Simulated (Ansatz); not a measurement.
# Na2TlHgF6: the cost of one run

Method: DFT PBE, scalar-relativistic, plane waves, PAW, in Ansatz 0.2.0.

1 further run of the same task is left out (it didn't finish).

## Step 1: The starting structure

Symmetry: Fm-3m, No. 225, cubic system. Conventional cell: a = 9.211 Å, b = 9.211 Å, c = 9.211 Å, α = 90.00°, β = 90.00°, γ = 90.00°. Na (site symmetry -43m) has 12 F at 3.26 Å as nearest neighbours. Tl (site symmetry m-3m) has 6 F at 2.29 Å as nearest neighbours. Hg (site symmetry m-3m) is surrounded by 6 F at 2.31 Å. Around F (site symmetry 4mm) lie 1 Tl at 2.29 Å and 1 Hg at 2.31 Å and 4 Na at 3.26 Å.

Structure file:

```cif
data_structure
_symmetry_space_group_name_H-M 'P 1'
_symmetry_Int_Tables_number 1
_cell_length_a 6.5130
_cell_length_b 6.5130
_cell_length_c 6.5130
_cell_angle_alpha 60.000
_cell_angle_beta 60.000
_cell_angle_gamma 60.000
_cell_volume 195.36
loop_
_atom_site_label
_atom_site_type_symbol
_atom_site_fract_x
_atom_site_fract_y
_atom_site_fract_z
_atom_site_occupancy
Na1 Na 0.75000 0.75000 0.75000 1
Na2 Na 0.25000 0.25000 0.25000 1
Tl1 Tl 0.00000 0.00000 0.00000 1
Hg1 Hg 0.50000 0.50000 0.50000 1
F1 F 0.75096 0.24904 0.24904 1
F2 F 0.24904 0.24904 0.75096 1
F3 F 0.24904 0.75096 0.75096 1
F4 F 0.24904 0.75096 0.24904 1
F5 F 0.75096 0.24904 0.75096 1
F6 F 0.75096 0.75096 0.24904 1
```

The structure comes from the Materials Project (structure only).

## Step 2: A change within a subgroup

The change: strain xx, yy, zz, yz, xz, xy = +2.0, +0.5, +0.5, +0.0, +0.0, +0.0 %; atoms moved by 0.03 Å root mean square, at most 0.06 Å.

Contents of input.yaml:

```yaml
crystal:
  lattice:
    - [0.0, 4.6304644358, 4.6304644358]
    - [4.6995456008, 0.0, 4.6304644358]
    - [4.6995456008, 4.6304644358, 0.0]
  atoms:
    - { symbol: Na, position: [0.75, 0.75, 0.75] }
    - { symbol: Na, position: [0.25, 0.25, 0.25] }
    - { symbol: Tl, position: [0.0, 0.0, 0.0] }
    - { symbol: Hg, position: [0.5, 0.5, 0.5] }
    - { symbol: F, position: [0.7573128102, 0.2426871898, 0.2426871898] }
    - { symbol: F, position: [0.2515572107, 0.2515572107, 0.7484427893] }
    - { symbol: F, position: [0.2426871898, 0.7573128102, 0.7573128102] }
    - { symbol: F, position: [0.2515572107, 0.7484427893, 0.2515572107] }
    - { symbol: F, position: [0.7484427893, 0.2515572107, 0.7484427893] }
    - { symbol: F, position: [0.7484427893, 0.7484427893, 0.2515572107] }
basis:
  ecutwfc: 420
kpoints:
  mp_grid: { grid: [6, 6, 6] }
hamiltonian:
  xc: pbe
scf:
  occupations: { method: gaussian, width: 0.1 }
output:
  forces: true
  stress: true
  eigenvalues: true
  populations: true
```

On the command line:

```bash
> ansatz run input.yaml --threads 2 --pin off --max-ram 2662MiB --backend cpu --events-out ev --progress --plain --runs-dir out
```

Q: Estimate wall time and peak memory on 2 threads of an x86-64 CPU, shared host.

About 21 s, with a peak of 0.66 GiB.
